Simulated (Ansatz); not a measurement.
# EuCd, space group Pm-3m: a comparison of magnetic orders

With Ansatz's Python interface.

The cells in order, each with its output:

**Cell 1**
```python
import ansatz as az
import numpy as np
```

**Cell 2**
```python
def count_gap(report):
    # lowest empty less highest filled band, counting bands; zero where they overlap
    return max(report.get("gap_by_band_count_ev") or 0.0, 0.0)
```

**Cell 3**
```python
CELL = [
    (3.91685, 0.0, 0.0),
    (0.0, 3.91685, 0.0),
    (0.0, 0.0, 7.83371),
]
ATOMS = [
    ("Eu", (0.5, 0.5, 0.25)),
    ("Cd", (0.0, 0.0, 0.0)),
    ("Eu", (0.5, 0.5, 0.75)),
    ("Cd", (0.0, 0.0, 0.5)),
]
```

**Cell 4**
```python
def magnet(moments):
    crystal = az.Crystal(lattice=az.Lattice.of(CELL))
    for (symbol, position), moment in zip(ATOMS, moments):
        crystal = crystal.atom(symbol, position, moment=moment or None)
    return crystal

# starting moments in muB, one an atom
orders = {
    "FM": [8.4, 0, 8.4, 0],
    "AFM": [8.4, 0, -8.4, 0],
}
```

**Cell 5**
```python
rows = []
for label, moments in orders.items():
    base = magnet(moments).calculation()
    base = base.functional("PBEsol").kpoints(7, 7, 4)
    base = base.occupations("fermi_dirac")
    base = base.spin("collinear")
    base = base.band_table()
    r = base.run().report
    rows.append((label, r["free_energy_ev"], r["magnetization_mub"], r["absolute_magnetization_mub"], max(abs(m) for m in r["site_moments_mub"]), count_gap(r)))
    print(label, "site moments:", [round(m, 2) for m in r["site_moments_mub"]])

lowest = min(row[1] for row in rows)
rows = [(row[0], 1000 * (row[1] - lowest) / 2, *row[2:]) for row in sorted(rows, key=lambda row: row[1])]
print("         order  meV/magnetic atom         net muB    absolute muB  largest site muB  gap by band count eV")
for row in rows:
    print(f"{str(row[0]):>14s}  {row[1]:17.2f}  {row[2]:14.3f}  {row[3]:14.3f}  {row[4]:16.3f}  {row[5]:20.3f}")
print("lowest of these starts:", rows[0][0])
```
Output:
```text
DeckWarning: basis.ecutwfc = 420 eV, auto-derived from the records' recommended cutoffs: set by Eu (normal level)
DeckWarning: where an SCF of this run starts from atoms to list the orders of its open shells, Eu (sites 0, 2, from 0) starts with 6.32 μB on its 4f shell and 0.68 μB on its 5d shell, in the place of [...]
FM site moments: [6.81, 0.04, 6.81, 0.04]
DeckWarning: where an SCF of this run starts from atoms to list the orders of its open shells, Eu (site 0, from 0) starts with 6.32 μB on its 4f shell and 0.68 μB on its 5d shell, in the place of the [...]
DeckWarning: where an SCF of this run starts from atoms to list the orders of its open shells, Eu (site 2, from 0) starts with -6.32 μB on its 4f shell and -0.68 μB on its 5d shell, in the place of [...]
AFM site moments: [6.81, 0.0, -6.81, -0.0]
         order  meV/magnetic atom         net muB    absolute muB  largest site muB  gap by band count eV
           AFM               0.00           0.000          14.060             6.811                 0.000
            FM               4.16          14.125          14.131             6.812                 0.000
lowest of these starts: AFM
```

In order of energy: antiferro- or ferrimagnetic (+0.0 meV an atom, largest site moment 6.81 μB) and ferromagnetic (+2.1 meV an atom, largest site moment 6.81 μB). These are the states reached from the starts typed.

What to keep in mind:
- Open f shells: without a Hubbard U, without spin-orbit coupling; the state reached hangs on the start and needn't be the lowest.
- The mesh is modest for a metal, so energies can be off by several to tens of meV an atom and pressures by half a GPa or more; differences at equal mesh fare better.
- A gap by band count of zero or less means overlapping bands, a metal.
- This cell is a computed structure, which may not be the phase found in nature.
- Levels are Kohn-Sham eigenvalues on this mesh, without spin-orbit coupling.
- Warnings are shown shortened and without file and line.
- Each row is the state reached from that start at the given structure, not necessarily the lowest of its order; other orders weren't tried.
- The whole script took 54 s on 1 thread of Arm Neoverse V1, on a shared host, peak memory 0.66 GiB.
